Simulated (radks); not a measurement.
# Taking charge from the 4s level of Sr⁺ in fractions

One table from this session's results is given with a row withheld; the runs are named, their logs left out.

Method: scalar-relativistic Kohn-Sham, PBE, spin-polarised, spherical densities, finite nucleus; open shells are filled with parallel spins first. Code: radks (a radial shooting solver on a logarithmic mesh, Libxc functionals) version 1.

## The atom as given

```
element            : strontium (Z = 38)
charge             : +1
electrons          : 37
configuration      : [Ar] 3d10 4s(up 1, down 1) 4p6 5s1
nuclear rms radius : 4.224 fm
```

A shell typed twice in an input gives spin up, then spin down.

The first run:

Input:

```text
Z 38
configuration [Ar] 3d10 4s1 4s1 4p6 5s1
relativity scalar-relativistic
functional pbe,pbe
spin polarised
nucleus finite rms 4.224 fm
c 137.035999084
```

Among the steps run: Start: [Ar] 3d10 4s(up 1, down 1) 4p6 5s1.

One table of the session follows, with a row left open; its other results are not shown here.

It belongs to the step «Start: [Ar] 3d10 4s(up 1, down 1) 4p6 5s1». Sizes of the orbitals, from the radial functions (bohr):

| level | <r> | outermost maximum (interpolated) | 90 % within | nodes |
| --- | --- | --- | --- | --- |
| 3p down | ? | ? | ? | ? |
| 3d up | 0.4983 | 0.377 | 0.808 | 0 |
| 3d down | 0.4982 | 0.377 | 0.808 | 0 |
| 4s up | 1.356 | 1.19 | 1.99 | 3 |
| 4s down | 1.354 | 1.19 | 1.99 | 3 |
| 4p up | 1.565 | 1.33 | 2.35 | 2 |
| 4p down | 1.557 | 1.33 | 2.33 | 2 |
| 5s up | 3.874 | 3.44 | 5.63 | 4 |

Q: Estimate the row for 3p down from the others.

The run gave: <r>: 0.4985; outermost maximum (interpolated): 0.431; 90 % within: 0.757; nodes: 1. In the column «<r>» it lies between 3d up (0.4983) and 4s down (1.354).
